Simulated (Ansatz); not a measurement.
# C₉H₁₂Se: small, medium and large basis sets

The task here is to estimate one member of a computed series from the others.

The runs use Ansatz 0.2.0, Gaussian basis; one geometry, several basis sets.

Plan: PBE0-D4/def2-SVP; ωB97M-V/def2-SVP; PBE0-D4/def2-QZVPP; ωB97M-V/def2-QZVPP; the functionals' def2-TZVPP values are taken from earlier runs.

### Structure used throughout

The geometry comes from an earlier relaxation with PBE0-D4 in a triple-zeta def2 set; it is a stationary point, not always the lowest conformer.

SMILES `CC(C)[Se]c1ccccc1`, 22 atoms, charge 0, spin multiplicity 1.

Atoms are counted from 1 here; the program's logs count them from 0.

Bond lengths: C1–C2 1.512 Å, C1–H11 1.091 Å, C1–H12 1.093 Å, C1–H13 1.096 Å, C2–C3 1.516 Å, C2–Se4 1.975 Å, C2–H14 1.093 Å, C3–H15 1.092 Å, C3–H16 1.094 Å, C3–H17 1.094 Å, Se4–C5 1.912 Å, C5–C6 1.390 Å, C5–C10 1.391 Å, C6–C7 1.388 Å, C6–H18 1.084 Å, C7–C8 1.386 Å, C7–H19 1.084 Å, C8–C9 1.388 Å and more. Angles: C2–C1–H11 111.7°, C2–C1–H12 110.7°, C2–C1–H13 110.0°, H11–C1–H12 108.2°, H11–C1–H13 107.9°, H12–C1–H13 108.2°, C1–C2–C3 112.8°, C1–C2–Se4 111.5°, C1–C2–H14 110.1°, C3–C2–Se4 107.0°, C3–C2–H14 109.7°, Se4–C2–H14 105.3°, C2–C3–H15 111.8°, C2–C3–H16 111.0°, C2–C3–H17 109.9°, H15–C3–H16 108.3°, H15–C3–H17 108.1°, H16–C3–H17 107.6° and more.

As a file:

```xyz
22
C9H12Se
C     1.87713   -0.39377    0.96308
C     1.57905    1.02194    0.52314
C     2.49361    2.04247    1.17056
Se   -0.27390    1.54358    0.96541
C    -1.18028    0.21386   -0.06643
C    -1.88224   -0.80143    0.57272
C    -2.55232   -1.76056   -0.17346
C    -2.51222   -1.71905   -1.55864
C    -1.80940   -0.70772   -2.19853
C    -1.15450    0.26266   -1.45640
H     1.19381   -1.11049    0.50452
H     1.79200   -0.48758    2.04853
H     2.89774   -0.66829    0.67462
H     1.64965    1.10060   -0.56437
H     2.27885    3.05586    0.82558
H     2.39341    2.02285    2.25932
H     3.53589    1.81418    0.92951
H    -1.89603   -0.84054    1.65545
H    -3.10037   -2.54772    0.33196
H    -3.03076   -2.47224   -2.14060
H    -1.78107   -0.66620   -3.28158
H    -0.62736    1.06752   -1.95577
```

The first run:

in.yaml reads:

```yaml
crystal:
  periodic: [false, false, false]
  atoms:
    - {symbol: C, position_ang: [1.877133, -0.393769, 0.963078]}
    - {symbol: C, position_ang: [1.579053, 1.021940, 0.523144]}
    - {symbol: C, position_ang: [2.493607, 2.042467, 1.170564]}
    - {symbol: Se, position_ang: [-0.273897, 1.543576, 0.965409]}
    - {symbol: C, position_ang: [-1.180281, 0.213859, -0.066426]}
    - {symbol: C, position_ang: [-1.882239, -0.801428, 0.572721]}
    - {symbol: C, position_ang: [-2.552324, -1.760562, -0.173464]}
    - {symbol: C, position_ang: [-2.512216, -1.719050, -1.558642]}
    - {symbol: C, position_ang: [-1.809398, -0.707721, -2.198534]}
    - {symbol: C, position_ang: [-1.154495, 0.262656, -1.456400]}
    - {symbol: H, position_ang: [1.193811, -1.110492, 0.504517]}
    - {symbol: H, position_ang: [1.792002, -0.487584, 2.048533]}
    - {symbol: H, position_ang: [2.897737, -0.668292, 0.674623]}
    - {symbol: H, position_ang: [1.649646, 1.100601, -0.564368]}
    - {symbol: H, position_ang: [2.278850, 3.055861, 0.825578]}
    - {symbol: H, position_ang: [2.393410, 2.022846, 2.259318]}
    - {symbol: H, position_ang: [3.535886, 1.814177, 0.929507]}
    - {symbol: H, position_ang: [-1.896025, -0.840544, 1.655446]}
    - {symbol: H, position_ang: [-3.100368, -2.547718, 0.331957]}
    - {symbol: H, position_ang: [-3.030764, -2.472236, -2.140603]}
    - {symbol: H, position_ang: [-1.781068, -0.666200, -3.281580]}
    - {symbol: H, position_ang: [-0.627361, 1.067516, -1.955774]}
basis:
  gaussian: {orbitals: def2-SVP}
hamiltonian: {xc: pbe0, dispersion: d4}
output: {orbitals: {seedname: orbitals}}
```

Steps of the session up to this table: PBE0-D4 in def2-SVP; ωB97M-V in def2-SVP; PBE0-D4 in def2-QZVPP; ωB97M-V in def2-QZVPP.

One of the session's tables, all rows but one given; the rest of the session is left out.

It belongs to the step «Functionals by basis». 

```
functional       basis  HOMO (eV)
   PBE0-D4    def2-SVP          ?
   PBE0-D4  def2-TZVPP      -6.10
   PBE0-D4  def2-QZVPP      -6.12
   ωB97M-V    def2-SVP      -8.17
   ωB97M-V  def2-TZVPP      -8.28
   ωB97M-V  def2-QZVPP      -8.30
```

Estimate the missing values for PBE0-D4, def2-SVP.

As computed: HOMO (eV): -6.00. In the column «HOMO (eV)» it is the highest.
